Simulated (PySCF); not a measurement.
Input of a PySCF 2.14.0 run:

The input run.py:

```python
import json
import numpy as np
from pyscf.pbc import gto, scf, dft, df
from pyscf.pbc.tools import pyscf_ase
from ase import Atoms

atoms = Atoms(['N', 'Ge', 'F', 'H', 'H'],
              cell=[[12.0, 0.0, 0.0], [0.0, 12.0, 0.0], [0.0, 0.0, 12.0]],
              scaled_positions=[[0.44801667, 0.5411875, 0.4833375], [0.524, 0.4867875, 0.60182917], [0.62101667, 0.41189583, 0.52002083], [0.38115, 0.59160417, 0.4895125], [0.46911667, 0.52349583, 0.4038375]],
              pbc=True)
cell = pyscf_ase.cell_from_ase(atoms)
cell.basis = '6-31g*'
cell.exp_to_discard = 0
cell.precision = 1e-08
cell.max_memory = 2520  # MB
cell.verbose = 4
cell.build()

res = {}
kpts = cell.make_kpts([1, 1, 1])
mf = dft.KRKS(cell, kpts, xc='pbe')
mf = mf.density_fit()
mf.with_df._cderi = 'cderi.h5'  # three-centre integrals saved by an earlier run on this cell, basis and mesh
mf.conv_tol = 1e-08
mf.max_cycle = 60

mf.kernel()
res.update(converged=bool(mf.converged), e_tot=mf.e_tot, nelec=cell.nelectron, nao=cell.nao, mesh=list(map(int, cell.mesh)), a=cell.lattice_vectors().tolist(), coords=cell.atom_coords().tolist(),
           mo_energy=[np.real(x).tolist() for x in mf.mo_energy], mo_occ=[np.real(x).tolist() for x in mf.mo_occ])
import h5py
print('fit functions by k pair:', sorted({v['0'].shape[0] for v in h5py.File(mf.with_df._cderi)['j3c'].values()}))
res.update(kpts=cell.get_scaled_kpts(kpts).tolist())
res['parts'] = {k: float(np.real(v)) for k, v in mf.scf_summary.items() if np.isscalar(v)}
json.dump(res, open('results.json', 'w'))
if not mf.converged:
    raise SystemExit('SCF not converged')

print('levels (eV)')
for i, kp in enumerate(res['kpts'][:40]):
    print('k %7.4f %7.4f %7.4f  ' % tuple(kp), ' '.join('%.3f' % (x * 27.211386) for x in res['mo_energy'][i][:30]))

# Mulliken populations
dm, s = np.asarray(mf.make_rdm1()), np.asarray(mf.get_ovlp())
sites = cell.aoslice_by_atom()[:, 2:]
tot = np.einsum('kij,kji->i', dm, s).real / len(kpts)
res['mulliken'] = [cell.atom_charge(i) - tot[a0:a1].sum() for i, (a0, a1) in enumerate(sites)]
print('Mulliken charges', np.round(res['mulliken'], 5))

from pyscf.pbc.gw.krpa import KRPA
rpa = KRPA(mf, frozen=11)
rpa.kernel()
res.update(e_corr=rpa.e_corr, e_hf=rpa.e_hf, e_rpa=rpa.e_tot)
rpa.fc = True  # again, with the correction for q -> 0
rpa.kernel()
res['e_corr_fc'] = rpa.e_corr
res['done'] = True
json.dump(res, open('results.json', 'w'))
```

Potentials or basis: 6-31g* (all-electron).

Launch:

```bash
$ OMP_NUM_THREADS=2 python -u run.py > log
```

Question: What does it give for the Mulliken charges?

Answer: N -0.73; Ge +0.43; F -0.37; H +0.34 e.

Question: Estimate the RPA correlation energy.

Answer: -4.541 eV/atom.

Question: Predict the gap between the frontier levels, mean-field level.

Answer: 4.31 eV.

Caveat: the basis is small and the box finite, so much correlation energy is missing and levels can be off by tenths of an eV; this is a molecule in a periodic box at the Γ point, so its band gap is the HOMO-LUMO gap; total energy, band gap and charges are those of the mean-field reference; relativity is left out, which matters for the heavier elements; the basis of atomic orbitals isn't converged, which shifts pressures, moduli and gaps.
